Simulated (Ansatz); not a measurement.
## ZrBr in Ansatz: tuning --slots

Slab: ZrBr, a slab with vacuum.

```xyz
8
Lattice="3.5312 0.0000 0.0000 1.7535 3.0651 0.0000 0.0000 0.0000 30.7672" Properties=species:S:1:pos:R:3 pbc="T T T"
Br    3.5141    2.0382    7.5000
Zr    1.7485    1.0141    9.3841
Zr    5.2659    3.0542   11.7171
Br    3.5003    2.0302   13.6012
Br    0.5676    0.3292   17.1660
Zr    4.0866    2.3702   19.0501
Zr    2.3194    1.3452   21.3830
Br    0.5538    0.3212   23.2672
```

| Quantity | Value |
| --- | --- |
| Program | Ansatz 0.2.0 |
| Task | tuning run |
| Functional | PBEsol |
| Potentials or basis | Ansatz PAW |
| Cutoff | 420 eV (not typed: the program's choice for these potentials) |
| k mesh | 6 × 6 × 1 |
| Occupations | gaussian, width 0.05 eV |
| Spin | no spin polarisation |

These are the settings of the first run; the series varies --slots, with any setting tied to it.

Hardware: 4 threads of Arm Neoverse N1.

```
--slots  energy less the last converged row (meV/atom)  SCF cycles  wall time (s)  peak memory (GiB)
      4                                           0.00           8            7.2               0.69
      2                                           0.00           8            7.7               0.56
      1                                           0.00           8            8.7               0.52
```

Fastest here: 4 (7.2 s), level within noise with 2; slowest of those that converged: 1 (8.7 s). These are single runs, one after another on one machine, so differences under about a fifth mean little.
